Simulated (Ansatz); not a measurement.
Working through relaxations under a series of pressures of LaGaO3, space group Pm-3m

Computed with Ansatz 0.2.0 through its Python package.

The cells in order, each with its output:

In [1]:
```python
import warnings

import ansatz as az
import numpy as np
import pandas as pd
```

In [2]:
```python
SMEARING = "fixed"
```

In [3]:
```python
def edges_and_angles(cell):
    cell = np.asarray(cell)
    a, b, c = np.linalg.norm(cell, axis=1)
    cosines = cell[1] @ cell[2] / (b * c), cell[0] @ cell[2] / (a * c), cell[0] @ cell[1] / (a * b)
    return (a, b, c, *np.degrees(np.arccos(cosines)))

warnings.simplefilter("ignore", az.DeckWarning)

lattice = az.Lattice.of(
    [3.913456, 0.0, 0.0],
    [0.0, 3.913456, 0.0],
    [0.0, 0.0, 3.913456],
)
sites = [
    ("La", [0.5, 0.5, 0.5]),
    ("Ga", [0.0, 0.0, 0.0]),
    ("O", [0.0, 0.5, 0.0]),
    ("O", [0.0, 0.0, 0.5]),
    ("O", [0.5, 0.0, 0.0]),
]
cell = az.Crystal(lattice=lattice)
for symbol, position in sites:
    cell = cell.atom(symbol, position)

model = (
    cell.calculation()
    .occupations(SMEARING)
    .functional(az.Functional.PBESOL)
    .pseudopotentials("paw")
    .kpoints(6)
)
```

In [4]:
```python
rows = []
for pressure in [0, 2, 4, 6, 8]:
    outcome = model.relax(cell=True, pressure=pressure).run(threads=1)
    cell = outcome.lattice.cell_ang
    n_atoms = len(outcome.lattice.sites)
    volume = abs(np.linalg.det(cell)) / n_atoms
    enthalpy = outcome.report["free_energy_ev"] / n_atoms + pressure * volume / 160.21766
    rows.append((pressure, volume, enthalpy, *edges_and_angles(cell)))
    print(f"{pressure} GPa done: {volume:.4f} A^3/atom")
```
```text
0 GPa done: 11.5443 A^3/atom
2 GPa done: 11.4289 A^3/atom
4 GPa done: 11.3197 A^3/atom
6 GPa done: 11.2139 A^3/atom
8 GPa done: 11.1168 A^3/atom
```

In [5]:
```python
table = pd.DataFrame(rows, columns=["P_GPa", "V_A3_atom", "H_eV_atom", "a", "b", "c", "alpha", "beta", "gamma"])
print(table.round(4).to_string(index=False))
p, v = np.array([row[0] for row in rows], float), np.array([row[1] for row in rows])
print("mean bulk modulus between rows (GPa):", np.round(-np.diff(p) / np.diff(np.log(v)), 1))
```
```text
 P_GPa  V_A3_atom  H_eV_atom      a      b      c  alpha  beta  gamma
     0    11.5443 -2318.5855 3.8647 3.8647 3.8647   90.0  90.0   90.0
     2    11.4289 -2318.4422 3.8518 3.8518 3.8518   90.0  90.0   90.0
     4    11.3197 -2318.3002 3.8394 3.8394 3.8394   90.0  90.0   90.0
     6    11.2139 -2318.1595 3.8274 3.8274 3.8274   90.0  90.0   90.0
     8    11.1168 -2318.0201 3.8164 3.8164 3.8164   90.0  90.0   90.0
mean bulk modulus between rows (GPa): [199.1 208.3 213.  230. ]
```

The volume falls from 11.54 Å³ an atom at 0 GPa to 11.12 at 8 GPa, by 3.7 %. Between 0 and 2 GPa, -V dP/dV is about 199 GPa, a mean over that step.

Notes:
- Absolute energies stand on the zero of these potentials, so only differences at equal settings mean something.
- At a fixed pressure a relaxation lowers the enthalpy F + PV, while F alone can rise.
- The structure comes from a database of computed cells and needn't be a stable or known phase.
- Symmetry holds the cell in this phase, whether or not it is the stable one at each pressure.
- Finished in 53 s on 1 thread of Arm Neoverse V1, with other jobs on the host, peak memory 0.49 GiB.
